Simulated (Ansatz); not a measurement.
Runs of Ansatz 0.2.0 on CdBr. The structure is cubic, space group Fm-3m (No. 225). Conventional cell: a = 6.145 Å, b = 6.145 Å, c = 6.145 Å, α = 90.00°, β = 90.00°, γ = 90.00°. Around Cd (site symmetry m-3m) lie 6 Br at 3.07 Å. Around Br (site symmetry m-3m) lie 6 Cd at 3.07 Å. The cell was built by a generator and needn't be a form met in nature.

```tsv
share of exact exchange	gap on the mesh (eV)	pressure (GPa)
0.3	none	(b)
0.05	none	1.4
0.1	none	1.3
0.5	none	0.6
0.2	none	1.1
0.4	none	0.8
0.25	none	(a)
0.15	none	1.2
```

Alike in all rows: task single point; level HSE06 form with a typed share of exact exchange; potentials or basis Ansatz PAW; no spin polarisation; cell as given; k mesh 4 × 4 × 4; cutoff (eV) 420; smearing fermi-dirac 0.05 eV; the mesh is coarse, so values aren't converged.

Estimate the missing entries.

(a) 1.0; (b) 0.9.

Caveats: all runs use coarse meshes; an odd number of electrons without spin polarisation forces a metal; a magnetic or distorted state may lie lower; the PAW data sets come from PBE, with cores solved anew for the run's functional, which leaves a small shift of forces and pressure; the thresholds are loose for stress.

A k mesh can miss the band edges, and the runs leave out spin-orbit coupling on Br, Cd.

A gap of «none» marks a metal or a gap under the smearing width.
